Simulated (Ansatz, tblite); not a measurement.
# Closo-1-SB6 (no H on S) (B₆H₆S): one state, many levels

How do method and basis change the picture of closo-1-SB6 (no H on S) (B₆H₆S) (singlet)?

The runs use Ansatz 0.2.0, Gaussian basis; as each input shows.

The runs, in order: GFN1-xTB, GFN2-xTB, PBE-D4/def2-TZVP, r2SCAN-D4/def2-TZVP, r2SCANh-D4/def2-TZVP, HF/def2-TZVP, ωB97X-V/def2-TZVP, PBE-D4/def2-SVP, PBE0-D4/def2-SVP, HF/STO-3G, CCSD(T)/def2-SVP, MP2/def2-TZVP.

2 further runs of the same task are left out: 2 set aside as unsound or not needed. Runs told in other sessions of the task aren't counted.

**1. The structure**

The geometry is that of the singlet, from an earlier relaxation (PBE0-D4/def2-SVP).

13 atoms, charge 0, spin multiplicity 1.

Bond lengths: B1–B2 1.697 Å, B1–B5 1.796 Å, B1–B6 1.696 Å, B1–S7 2.044 Å, B1–H8 1.197 Å, B2–B4 1.697 Å, B2–B5 1.795 Å, B2–S7 2.044 Å, B2–H9 1.197 Å, B3–B4 1.697 Å, B3–B5 1.795 Å, B3–B6 1.697 Å, B3–S7 2.044 Å, B3–H10 1.197 Å, B4–B5 1.795 Å, B4–S7 2.044 Å, B4–H11 1.197 Å, B5–B6 1.795 Å and more. Angles: B2–B1–B5 61.8°, B2–B1–B6 108.0°, B2–B1–S7 65.5°, B2–B1–H8 125.5°, B5–B1–B6 61.8°, B5–B1–S7 81.6°, B5–B1–H8 152.0°, B6–B1–S7 65.5°, B6–B1–H8 125.6°, S7–B1–H8 126.5°, B1–B2–B4 108.0°, B1–B2–B5 61.8°, B1–B2–S7 65.5°, B1–B2–H9 125.5°, B4–B2–B5 61.8°, B4–B2–S7 65.5°, B4–B2–H9 125.6°, B5–B2–S7 81.6° and more.

PBE0-D4/def2-TZVP was run before; its log isn't repeated, and its numbers join the tables.

**2. GFN1-xTB**

Tight binding, by tblite at 300 K electronic temperature and without a spin-polarisation term:

```python
tblite.interface.Calculator('GFN1-xTB', numbers, positions, charge=0, uhf=0).singlepoint()
```

Energy -417.1319 eV, HOMO -10.90 eV, LUMO -6.37 eV; 0.007 s.

**3. GFN2-xTB**

Tight binding, by tblite at 300 K electronic temperature and without a spin-polarisation term:

```python
tblite.interface.Calculator('GFN2-xTB', numbers, positions, charge=0, uhf=0).singlepoint()
```

Energy -372.1189 eV, HOMO -9.32 eV, LUMO -5.14 eV; 0.006 s.

**4. PBE-D4/def2-TZVP**

start.molden holds the orbitals of an earlier run on this state, given as this run's starting guess.

in.yaml reads:

```yaml
crystal:
  periodic: [false, false, false]
  atoms:
    - {symbol: B, position_ang: [-0.831480, -1.175749, 0.123234]}
    - {symbol: B, position_ang: [-1.000896, 0.261168, 1.009277]}
    - {symbol: B, position_ang: [1.016939, 0.623159, -0.816079]}
    - {symbol: B, position_ang: [0.141534, 1.372955, 0.428824]}
    - {symbol: B, position_ang: [0.658257, -0.330560, 0.661979]}
    - {symbol: B, position_ang: [0.415534, -0.952032, -1.004929]}
    - {symbol: S, position_ang: [-1.013390, 0.509233, -1.019375]}
    - {symbol: H, position_ang: [-1.588648, -2.102332, 0.149524]}
    - {symbol: H, position_ang: [-1.896888, 0.512690, 1.761928]}
    - {symbol: H, position_ang: [1.776420, 1.171828, -1.560845]}
    - {symbol: H, position_ang: [0.183013, 2.536767, 0.705186]}
    - {symbol: H, position_ang: [1.457590, -0.732211, 1.466022]}
    - {symbol: H, position_ang: [0.682016, -1.694925, -1.904735]}
basis:
  gaussian: {orbitals: def2-TZVP, initial_orbitals: start.molden}
hamiltonian: {xc: pbe, dispersion: d4}
scf: {omitted_lower_state_checks: [starts]}
output: {forces: true, orbitals: {seedname: orbitals}}
```

On the command line:

```bash
$ ansatz run in.yaml --threads 4 --pin off --events-out ev --progress --plain --max-ram 4787MiB
```

Standard output (excerpt; [...] marks lines left out):

```text
Functional definition: PBE
  name "PBE"
  cite "Perdew, Burke & Ernzerhof, Phys. Rev. Lett. 77, 3865 (1996) doi:10.1103/PhysRevLett.77.3865"
  parent pbe
[...]
1539 factors; their error is unknown
[...]
mean field -14981.64072307 eV, -550.5651416520 hartree, gradient 1.2e-5 eV, S^2 0.000000; 0 other end points of the search recorded, 0 dependent functions left out
[...]
reference -14981.64077743 eV, -550.5651436496 hartree; 26, 26 occupied and 233, 233 virtual orbitals, 1539 factors
Total energy: -14982.07556617 eV, -550.5811218411 hartree
Atom 0 at    -0.831480    -1.175749     0.123234 Å, force    -0.144376    -0.137334    -0.017435 eV/Å
Atom 1 at    -1.000896     0.261168     1.009277 Å, force    -0.166579     0.051565     0.099106 eV/Å
Atom 2 at     1.016939     0.623159    -0.816079 Å, force     0.100754     0.099545    -0.142705 eV/Å
Atom 3 at     0.141534     1.372955     0.428824 Å, force    -0.015190     0.199057     0.022107 eV/Å
Atom 4 at     0.658257    -0.330560     0.661979 Å, force     0.107466    -0.055787     0.109376 eV/Å
Atom 5 at     0.415534    -0.952032    -1.004929 Å, force     0.021824    -0.107580    -0.167749 eV/Å
Atom 6 at    -1.013390     0.509233    -1.019375 Å, force     0.018605    -0.010336     0.019484 eV/Å
Atom 7 at    -1.588648    -2.102332     0.149524 Å, force     0.112888     0.101762     0.017306 eV/Å
Atom 8 at    -1.896888     0.512690     1.761928 Å, force     0.129665    -0.040693    -0.070366 eV/Å
Atom 9 at     1.776420     1.171828    -1.560845 Å, force    -0.071340    -0.076921     0.111256 eV/Å
Atom 10 at     0.183013     2.536767     0.705186 Å, force     0.015600    -0.151794    -0.012514 eV/Å
Atom 11 at     1.457590    -0.732211     1.466022 Å, force    -0.097474     0.049166    -0.098203 eV/Å
Atom 12 at     0.682016    -1.694925    -1.904735 Å, force    -0.011842     0.079349     0.130337 eV/Å
Dipole moment:    -0.138508     0.069619    -0.139338 e Å
Checks for a lower state left out: starts
```

It took 3.7 s on 4 threads of Arm Neoverse V1, shared host.

Report: HOMO -6.83 eV, LUMO -2.24 eV.

**5. r2SCAN-D4/def2-TZVP**

in.yaml: that of step 4 with these lines changed.

```diff
@@ -18,4 +18,4 @@
   gaussian: {orbitals: def2-TZVP, initial_orbitals: start.molden}
-hamiltonian: {xc: pbe, dispersion: d4}
+hamiltonian: {xc: r2scan, dispersion: d4}
 scf: {omitted_lower_state_checks: [starts]}
-output: {forces: true, orbitals: {seedname: orbitals}}
+output: {orbitals: {seedname: orbitals}}
```

Launched as before.

Standard output:

```text
Functional definition: r2SCAN
  name "r2SCAN"
  cite "Furness, Kaplan, Ning, Perdew & Sun, J. Phys. Chem. Lett. 11, 8208 (2020) doi:10.1021/acs.jpclett.0c02405"
  cite "Furness, Kaplan, Ning, Perdew & Sun, J. Phys. Chem. Lett. 11, 9248 (2020) doi:10.1021/acs.jpclett.0c03077"
  parent r2scan
  parameter k0 = 0.174
  parameter k1 = 0.065
  parameter a1 = 4.9479
  exchange = r2scan_x(k0 = k0, k1 = k1, a1 = a1)
  correlation = r2scan_c
these checks for a lower state are left out or cut short: starts
1539 factors; their error is unknown
mean field evaluation 1: about -14989.6871 eV, gradient 7.0e0 eV
mean field evaluation 2: about -14989.7321 eV, gradient 5.8e-2 eV
mean field evaluation 4: about -14989.7160 eV, gradient 1.3e-4 eV
mean field -14989.71596169 eV, -550.8619011976 hartree, gradient 1.4e-5 eV, S^2 0.000000; 0 other end points of the search recorded, 0 dependent functions left out
reference -14989.71597902 eV, -550.8619018346 hartree; 26, 26 occupied and 233, 233 virtual orbitals, 1539 factors
Total energy: -14989.81350049 eV, -550.8654856825 hartree
Checks for a lower state left out: starts
```

Wall time 6.5 s (4 threads of Arm Neoverse V1, shared host).

HOMO -7.04 eV, LUMO -2.01 eV.

**6. r2SCANh-D4/def2-TZVP**

in.yaml: that of step 5 with these lines changed.

```diff
@@ -18,3 +18,3 @@
   gaussian: {orbitals: def2-TZVP, initial_orbitals: start.molden}
-hamiltonian: {xc: r2scan, dispersion: d4}
+hamiltonian: {xc: {name: r2SCANh}, dispersion: d4}
 scf: {omitted_lower_state_checks: [starts]}
```

Launched as before.

Standard output (excerpt; [...] marks lines left out):

```text
Functional definition: r2SCANh
  name "r2SCANh"
  cite "Bursch, Neugebauer, Ehlert & Grimme, J. Chem. Phys. 156, 134105 (2022) doi:10.1063/5.0086040"
  cite "Furness, Kaplan, Ning, Perdew & Sun, J. Phys. Chem. Lett. 11, 8208 (2020) doi:10.1021/acs.jpclett.0c02405"
  cite "Furness, Kaplan, Ning, Perdew & Sun, J. Phys. Chem. Lett. 11, 9248 (2020) doi:10.1021/acs.jpclett.0c03077"
  parent r2scan
[...]
1539 factors; their error is unknown
[...]
mean field -14989.62063093 eV, -550.8583978568 hartree, gradient 2.7e-5 eV, S^2 0.000000; 0 other end points of the search recorded, 0 dependent functions left out
reference -14989.62064686 eV, -550.8583984422 hartree; 26, 26 occupied and 233, 233 virtual orbitals, 1539 factors
Total energy: -14989.72562805 eV, -550.8622564298 hartree
Checks for a lower state left out: starts
```

It took 7.5 s on 4 threads of Arm Neoverse V1, shared host; peak memory 0.77 GiB.

HOMO -7.46 eV, LUMO -1.67 eV.

**7. HF/def2-TZVP**

in.yaml: that of step 6 with these lines changed.

```diff
@@ -18,3 +18,3 @@
   gaussian: {orbitals: def2-TZVP, initial_orbitals: start.molden}
-hamiltonian: {xc: {name: r2SCANh}, dispersion: d4}
+hamiltonian: {xc: hf}
 scf: {omitted_lower_state_checks: [starts]}
```

The command is unchanged.

Standard output:

```text
Functional definition: HF
  name "HF"
  cite "Fock, Z. Phys. 61, 126 (1930) doi:10.1007/BF01340294"
  parent pbe
  exchange = exact_x
  correlation = 0
these checks for a lower state are left out or cut short: starts
1936 factors; their error is unknown
mean field evaluation 1: about -14942.0648 eV, gradient 3.0e1 eV
mean field evaluation 2: about -14942.8873 eV, gradient 9.1e-1 eV
mean field evaluation 4: about -14943.0219 eV, gradient 3.5e-1 eV
mean field -14943.02208210 eV, -549.1459327728 hartree, gradient 1.4e-5 eV, S^2 0.000000; 0 other end points of the search recorded, 0 dependent functions left out
reference -14943.02208210 eV, -549.1459327728 hartree; 26, 26 occupied and 233, 233 virtual orbitals, 1936 factors
Total energy: -14943.02208210 eV, -549.1459327728 hartree
Checks for a lower state left out: starts
```

It took 2.5 s on 4 threads of Arm Neoverse V1, shared host; peak memory 0.75 GiB.

From the report: HOMO -10.55 eV, LUMO 2.19 eV.

**8. ωB97X-V/def2-TZVP**

in.yaml: that of step 7 with these lines changed.

```diff
@@ -18,3 +18,3 @@
   gaussian: {orbitals: def2-TZVP, initial_orbitals: start.molden}
-hamiltonian: {xc: hf}
+hamiltonian: {xc: {name: wB97X-V}}
 scf: {omitted_lower_state_checks: [starts]}
```

Same command.

Standard output (excerpt; [...] marks lines left out):

```text
Functional definition: wB97X-V
  name "wB97X-V"
  cite "Mardirossian & Head-Gordon, Phys. Chem. Chem. Phys. 16, 9904 (2014) doi:10.1039/C3CP54374A"
  cite "Becke, J. Chem. Phys. 107, 8554 (1997) doi:10.1063/1.475007"
  cite "Vydrov & Van Voorhis, J. Chem. Phys. 133, 244103 (2010) doi:10.1063/1.3521275"
[...]
      + integral(e_c_pw_opposite_spin*poly(b97_u_opposite, cos0, cos1)) + vv10(b, c)
[...]
1549 factors; their error is unknown
442 factors; integrals over basis functions are off by at most 7.2e-6 eV
[...]
mean field -14990.67600202 eV, -550.8971820293 hartree, gradient 2.6e-5 eV, S^2 0.000000; 0 other end points of the search recorded, 0 dependent functions left out
reference -14990.67599926 eV, -550.8971819277 hartree; 26, 26 occupied and 233, 233 virtual orbitals, 1549 factors
Total energy: -14990.67599926 eV, -550.8971819277 hartree
Checks for a lower state left out: starts
```

Run time: 11 s. Hardware: 4 threads of Arm Neoverse V1, shared host; peak memory 0.95 GiB.

Report: HOMO -10.24 eV, LUMO 0.85 eV.

**9. PBE-D4/def2-SVP**

in.yaml: that of step 8 with these lines changed.

```diff
@@ -17,4 +17,4 @@
 basis:
-  gaussian: {orbitals: def2-TZVP, initial_orbitals: start.molden}
-hamiltonian: {xc: {name: wB97X-V}}
+  gaussian: {orbitals: def2-SVP, initial_orbitals: start.molden}
+hamiltonian: {xc: pbe, dispersion: d4}
 scf: {omitted_lower_state_checks: [starts]}
```

The command is unchanged.

Standard output:

```text
Functional definition: PBE
  name "PBE"
  cite "Perdew, Burke & Ernzerhof, Phys. Rev. Lett. 77, 3865 (1996) doi:10.1103/PhysRevLett.77.3865"
  parent pbe
  parameter kappa = 0.804
  parameter beta = 0.06672455060314922
  exchange = pbe_x(kappa = kappa, mu = beta*pi^2/3)
  correlation = pbe_c(beta = beta)
these checks for a lower state are left out or cut short: starts
1477 factors; their error is unknown
mean field evaluation 1: about -14973.5359 eV, gradient 7.0e0 eV
mean field evaluation 2: about -14973.6611 eV, gradient 1.1e-1 eV
mean field evaluation 4: about -14973.6009 eV, gradient 1.3e-4 eV
mean field -14973.60093966 eV, -550.2696850612 hartree, gradient 1.7e-5 eV, S^2 0.000000; 0 other end points of the search recorded, 0 dependent functions left out
reference -14973.60097892 eV, -550.2696865039 hartree; 26, 26 occupied and 106, 106 virtual orbitals, 1477 factors
Total energy: -14974.03576766 eV, -550.2856646954 hartree
Checks for a lower state left out: starts
```

Wall time 1.5 s (4 threads of Arm Neoverse V1, shared host).

HOMO -6.79 eV, LUMO -2.02 eV.

**10. PBE0-D4/def2-SVP**

in.yaml: that of step 9 with these lines changed.

```diff
@@ -18,3 +18,3 @@
   gaussian: {orbitals: def2-SVP, initial_orbitals: start.molden}
-hamiltonian: {xc: pbe, dispersion: d4}
+hamiltonian: {xc: pbe0, dispersion: d4}
 scf: {omitted_lower_state_checks: [starts]}
```

The command is unchanged.

Standard output:

```text
Functional definition: PBE0
  name "PBE0"
  cite "Adamo & Barone, J. Chem. Phys. 110, 6158 (1999) doi:10.1063/1.478522"
  cite "Perdew, Burke & Ernzerhof, Phys. Rev. Lett. 77, 3865 (1996) doi:10.1103/PhysRevLett.77.3865"
  parent pbe
  parameter a = 0.25
  parameter kappa = 0.804
  parameter beta = 0.06672455060314922
  exchange = (1 - a)*pbe_x(kappa = kappa, mu = beta*pi^2/3) + a*exact_x
  correlation = pbe_c(beta = beta)
these checks for a lower state are left out or cut short: starts
1480 factors; their error is unknown
mean field evaluation 1: about -14975.6920 eV, gradient 5.3e0 eV
mean field evaluation 2: about -14975.7770 eV, gradient 6.7e-2 eV
mean field evaluation 4: about -14975.8115 eV, gradient 7.7e-5 eV
mean field -14975.81146781 eV, -550.3509204723 hartree, gradient 8.6e-5 eV, S^2 0.000000; 0 other end points of the search recorded, 0 dependent functions left out
reference -14975.81149724 eV, -550.3509215539 hartree; 26, 26 occupied and 106, 106 virtual orbitals, 1480 factors
Total energy: -14976.17526248 eV, -550.3642896801 hartree
Checks for a lower state left out: starts
```

Wall time 1.7 s (4 threads of Arm Neoverse V1, shared host).

HOMO -7.99 eV, LUMO -1.08 eV.

**11. HF/STO-3G**

in.yaml: that of step 10 with these lines changed.

```diff
@@ -17,4 +17,4 @@
 basis:
-  gaussian: {orbitals: def2-SVP, initial_orbitals: start.molden}
-hamiltonian: {xc: pbe0, dispersion: d4}
+  gaussian: {orbitals: STO-3G}
+hamiltonian: {xc: hf}
 scf: {omitted_lower_state_checks: [starts]}
```

The command is unchanged.

Standard output:

```text
Functional definition: HF
  name "HF"
  cite "Fock, Z. Phys. 61, 126 (1930) doi:10.1007/BF01340294"
  parent pbe
  exchange = exact_x
  correlation = 0
these checks for a lower state are left out or cut short: starts
589 factors; integrals over basis functions are off by at most 1.2e-4 eV
mean field evaluation 1: about -14769.9606 eV, gradient 2.6e1 eV
mean field evaluation 2: about -14770.1214 eV, gradient 2.6e1 eV
mean field evaluation 4: about -14773.2275 eV, gradient 1.1e0 eV
mean field evaluation 8: about -14773.2323 eV, gradient 2.7e-5 eV
mean field -14773.23226741 eV, -542.9062721710 hartree, gradient 5.0e-5 eV, S^2 0.000000; 0 other end points of the search recorded, 0 dependent functions left out
reference -14773.23226741 eV, -542.9062721710 hartree; 26, 26 occupied and 19, 19 virtual orbitals, 589 factors
Total energy: -14773.23226741 eV, -542.9062721710 hartree
Checks for a lower state left out: starts
```

It took 0.25 s on 4 threads of Arm Neoverse V1, shared host.

Report: HOMO -9.31 eV, LUMO 6.30 eV.

**12. CCSD(T)/def2-SVP**

in.yaml: that of step 11 with these lines changed.

```diff
@@ -17,4 +17,4 @@
 basis:
-  gaussian: {orbitals: STO-3G}
-hamiltonian: {xc: hf}
+  gaussian: {orbitals: def2-SVP, initial_orbitals: start.molden}
+correlation: {method: ccsd_t}
 scf: {omitted_lower_state_checks: [starts]}
```

Same command.

Standard output (excerpt; [...] marks lines left out):

```text
Functional definition: HF
  name "HF"
  cite "Fock, Z. Phys. 61, 126 (1930) doi:10.1007/BF01340294"
  parent pbe
[...]
1328 factors; integrals over basis functions are off by at most 1.3e-3 eV
[...]
mean field -14935.07683331 eV, -548.8539502653 hartree, gradient 1.2e-6 eV, S^2 0.000000; 0 other end points of the search recorded, 0 dependent functions left out
11 core orbitals not correlated: weight in the atoms' cores, before any rotation towards them, 1.000 or more for the frozen orbitals, at most 0.000 for the correlated occupied ones
reference -14935.07683331 eV, -548.8539502653 hartree; 15, 15 occupied and 106, 106 virtual orbitals, 1328 factors
second order -19.10018880 eV of doubles, -0.00000000 eV of singles
cycle   1  -19.64350186 eV  change   -5.4e-1 eV  update   1.2e-1
[...]
cycle   9  -20.36071429 eV  change   -1.3e-6 eV  update   1.4e-5
perturbative correction -1.00080575 eV, -0.0367789329 hartree
Total energy: -14956.43835335 eV, -549.6389716474 hartree
Checks for a lower state left out: starts
```

It took 12 s on 4 threads of Arm Neoverse V1, shared host; peak memory 0.85 GiB.

From the report: Hartree-Fock HOMO -10.67 eV, LUMO 2.67 eV; T1 0.012.

**13. MP2/def2-TZVP**

in.yaml: that of step 12 with these lines changed.

```diff
@@ -17,4 +17,4 @@
 basis:
-  gaussian: {orbitals: def2-SVP, initial_orbitals: start.molden}
-correlation: {method: ccsd_t}
+  gaussian: {orbitals: def2-TZVP, initial_orbitals: start.molden}
+correlation: {method: mp2}
 scf: {omitted_lower_state_checks: [starts]}
```

Launched as before.

Standard output:

```text
Functional definition: HF
  name "HF"
  cite "Fock, Z. Phys. 61, 126 (1930) doi:10.1007/BF01340294"
  parent pbe
  exchange = exact_x
  correlation = 0
these checks for a lower state are left out or cut short: starts
1670 factors; integrals over basis functions are off by at most 1.0e-3 eV
mean field evaluation 1: about -14941.7759 eV, gradient 2.9e1 eV
mean field evaluation 2: about -14942.5807 eV, gradient 9.1e-1 eV
mean field evaluation 4: about -14943.0222 eV, gradient 8.1e-3 eV
mean field evaluation 8: about -14943.0222 eV, gradient 1.3e-6 eV
mean field -14943.02221240 eV, -549.1459375616 hartree, gradient 3.8e-6 eV, S^2 0.000000; 0 other end points of the search recorded, 0 dependent functions left out
11 core orbitals not correlated: weight in the atoms' cores, before any rotation towards them, 1.000 or more for the frozen orbitals, at most 0.000 for the correlated occupied ones
reference -14943.02221240 eV, -549.1459375616 hartree; 15, 15 occupied and 233, 233 virtual orbitals, 1670 factors
second order -22.67130370 eV of doubles, -0.00000000 eV of singles
Total energy: -14965.69351610 eV, -549.9790926054 hartree
Checks for a lower state left out: starts
```

Run time: 4.3 s. Hardware: 4 threads of Arm Neoverse V1, shared host; peak memory 0.78 GiB.

Hartree-Fock HOMO -10.55 eV, LUMO 2.19 eV.

**14. Comparison**

```
               level  functions  HOMO (eV)  LUMO (eV)  gap (eV)    time
           HF/STO-3G         45      -9.31       6.30     15.61  0.25 s
        HF/def2-TZVP        259     -10.55       2.19     12.74   2.5 s
     PBE-D4/def2-SVP        132      -6.79      -2.02      4.77   1.5 s
    PBE-D4/def2-TZVP        259      -6.83      -2.24      4.58   3.7 s
 r2SCAN-D4/def2-TZVP        259      -7.04      -2.01      5.03   6.5 s
r2SCANh-D4/def2-TZVP        259      -7.46      -1.67      5.79   7.5 s
    PBE0-D4/def2-SVP        132      -7.99      -1.08      6.91   1.7 s
   PBE0-D4/def2-TZVP        259      -7.97      -1.29      6.68   4.3 s
   ωB97X-V/def2-TZVP        259     -10.24       0.85     11.09    11 s
```

The pieces so far (eV):

```
    basis           HF  MP2 correlation  CCSD correlation      (T)              total
 def2-SVP  -14935.0768         -19.1002          -20.3607  -1.0008        -14956.4384
def2-TZVP  -14943.0222         -22.6713                             -14965.6935 (MP2)
```

**15. Binding energy**

Free atoms were run apart at each level; binding is atoms less cluster, divided by the number of atoms, without zero-point or spin-orbit terms.

Differences are taken before rounding.

```
              method  binding an atom (eV)  from CCSD(T)/def2-SVP (eV)    time
           HF/STO-3G                 4.359                      +0.538  0.25 s
         HF/def2-SVP                 3.116                      -0.705        
        HF/def2-TZVP                 3.037                      -0.784   2.5 s
     PBE-D4/def2-SVP                 4.195                      +0.374   1.5 s
    PBE-D4/def2-TZVP                 4.154                      +0.333   3.7 s
 r2SCAN-D4/def2-TZVP                 4.106                      +0.285   6.5 s
r2SCANh-D4/def2-TZVP                 4.089                      +0.268   7.5 s
    PBE0-D4/def2-SVP                 4.163                      +0.341   1.7 s
   PBE0-D4/def2-TZVP                 4.113                      +0.292   4.3 s
   ωB97X-V/def2-TZVP                 4.026                      +0.205    11 s
        MP2/def2-SVP                 3.963                      +0.142        
       MP2/def2-TZVP                 3.996                      +0.175   4.3 s
       CCSD/def2-SVP                 3.757                      -0.064        
    CCSD(T)/def2-SVP                 3.821                           0    12 s
```

Among the levels timed on like hardware and quicker than the yardstick, those that no quicker one beats, quickest first: HF/STO-3G (0.25 s, +0.538 eV); PBE-D4/def2-SVP (1.5 s, +0.374 eV); PBE0-D4/def2-SVP (1.7 s, +0.341 eV); PBE-D4/def2-TZVP (3.7 s, +0.333 eV); MP2/def2-TZVP (4.3 s, +0.175 eV).

**16. What came out**

| quantity | value |
| --- | --- |
| gap in def2-TZVP, named functionals and Hartree-Fock, smallest and largest | 4.58 eV (PBE-D4), 12.74 eV (HF) |
| correlation energy, CCSD(T)/def2-SVP | -21.36 eV |
| correlation energy, MP2/def2-TZVP | -22.67 eV |
| binding an atom, CCSD(T)/def2-SVP | 3.821 eV |
| PBE0 total energy, smallest basis above largest | 7.90 eV (def2-SVP, def2-TZVP) |

**Reading.** Orbital gaps of the named functionals and Hartree-Fock in def2-TZVP span 4.58 eV (PBE-D4) to 12.74 eV (HF); exact exchange widens it. A small miss in a minimal or small basis is a cancelling of errors, not accuracy. The functionals in def2-TZVP miss CCSD(T)/def2-SVP by +0.205 (ωB97X-V) to +0.333 eV (PBE-D4) an atom. The yardstick is in a double-zeta basis, so levels in larger sets aren't compared like for like. CCSD(T)/def2-SVP isn't at the basis-set limit; small misses against it rank nothing.

MP2/def2-TZVP reaches 0.175 eV from the reference in 4.3 s, where CCSD(T)/def2-SVP took 12 s; the quickest level in the cost chart, HF/STO-3G, takes 0.25 s and misses by 0.538 eV. The slowest run with a step of its own, CCSD(T)/def2-SVP, took 12 s; the quickest functional in def2-TZVP took 3.7 s (shared host).
